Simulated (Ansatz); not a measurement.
**CH₄BI (SMILES BCI): one structure at several levels**

An exercise on one series of results from a longer session: the logs are not shown, and one member is left open.

Method: single points in def2-TZVPP; program: Ansatz 0.2.0, Gaussian basis.

Cores are frozen in the correlated methods. Filled d shells of the heavier atoms are correlated. Core potentials replace the inner electrons past krypton, and spin-orbit coupling is left out.

## Starting geometry

SMILES `BCI`, 7 atoms, charge 0, spin multiplicity 1.

Atoms are counted from 1 here; the program's logs count them from 0.

Bond lengths: B1–C2 1.609 Å, B1–H4 1.163 Å, B1–H5 1.331 Å, C2–I3 2.282 Å, C2–H6 1.179 Å, C2–H7 1.063 Å. Angles: C2–B1–H4 122.3°, C2–B1–H5 115.9°, H4–B1–H5 119.3°, B1–C2–I3 116.8°, B1–C2–H6 110.8°, B1–C2–H7 111.8°, I3–C2–H6 105.6°, I3–C2–H7 105.5°, H6–C2–H7 105.7°.

Coordinates:

```xyz
7

B    -0.9012    0.1369   -0.3917
C     0.5753    0.0481    0.2423
I     1.1543   -1.9281    1.2264
H    -1.5649   -0.8039   -0.5577
H    -1.1840    1.2589   -1.0494
H     0.7243    0.8708    1.0736
H     1.3284    0.2339   -0.4850
```

The first run:

File run/in.yaml:

```yaml
crystal:
  periodic: [false, false, false]
  atoms:
    - {symbol: B, position_ang: [-0.901200, 0.136900, -0.391700]}
    - {symbol: C, position_ang: [0.575300, 0.048100, 0.242300]}
    - {symbol: I, position_ang: [1.154300, -1.928100, 1.226400]}
    - {symbol: H, position_ang: [-1.564900, -0.803900, -0.557700]}
    - {symbol: H, position_ang: [-1.184000, 1.258900, -1.049400]}
    - {symbol: H, position_ang: [0.724300, 0.870800, 1.073600]}
    - {symbol: H, position_ang: [1.328400, 0.233900, -0.485000]}
basis:
  gaussian: {orbitals: def2-TZVPP}
correlation: {method: ccsd_t}
output: {forces: true}
```

No record of the launch command was kept for these runs.

Among the steps run: CCSD(T)/def2-TZVPP; PBE0-D4/def2-TZVPP; wB97M-V/def2-TZVPP; r2SCAN-D4/def2-TZVPP; PBE-D4/def2-TZVPP; SPW92/def2-TZVPP; wB97X-V/def2-TZVPP.

One table of the session follows, with a row left open; its other results are not shown here.

| method | RMS force component (eV/Å) | angle to CCSD(T) forces (°) | dipole (D) |
| --- | --- | --- | --- |
| CCSD(T) | 1.205 | reference | 1.63 |
| PBE0-D4 | ? | ? | ? |
| wB97M-V | 1.226 | 3.5 | 1.69 |
| r2SCAN-D4 | 1.196 | 7.8 | 1.83 |
| PBE-D4 | 1.174 | 10.5 | 1.68 |
| SPW92 | 1.248 | 16.4 | 1.75 |
| wB97X-V | 1.245 | 3.2 | 1.74 |

Q: Estimate the row for PBE0-D4 from the others.

The run gave: RMS force component (eV/Å): 1.223; angle to CCSD(T) forces (°): 5.5; dipole (D): 1.77. In the column «RMS force component (eV/Å)» it lies between CCSD(T) (1.205) and wB97M-V (1.226).
